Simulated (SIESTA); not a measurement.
Sheet: Mn, a sheet with vacuum.

```
Mn
1.0
     2.61432    0.00000    0.00000
     0.00000    2.61432    0.00000
     0.00000    0.00000   23.80000
Mn
1
Direct
  0.00000 0.00000 0.29412
```

The cell was built by a generator and needn't be a form met in nature.

Base run:

| Property | Result |
| --- | --- |
| Program | SIESTA 5.4.2 |
| Functional | PBE |
| Potentials or basis | PseudoDojo 0.4 standard (PBE files) |
| Basis | DZP (energy shift 0.003 Ry; two zetas on semicore shells) |
| Grid cutoff | 800 Ry |
| Energy shift | 0.003 Ry |
| k mesh | 10 × 10 × 1 |
| Occupations | fermi-dirac, width 0.05 eV |
| Spin | collinear spin, ferromagnetic start |
| Starting moments | [4.0] μB |

Its results: band gap on the k mesh none (metal or under the smearing width); net moment 4.41 μB per cell.

Question: The run is repeated on the same cell with these changes: spin from collinear spin, ferromagnetic start to collinear spin, zero start; moments at the start from [4.0] to [0.0]. What comes out?

Answer: Band gap on the k mesh none (metal or under the smearing width); net moment 0.00 μB per cell.

Caveats: the basis of atomic orbitals isn't converged, which shifts pressures, moduli and gaps.
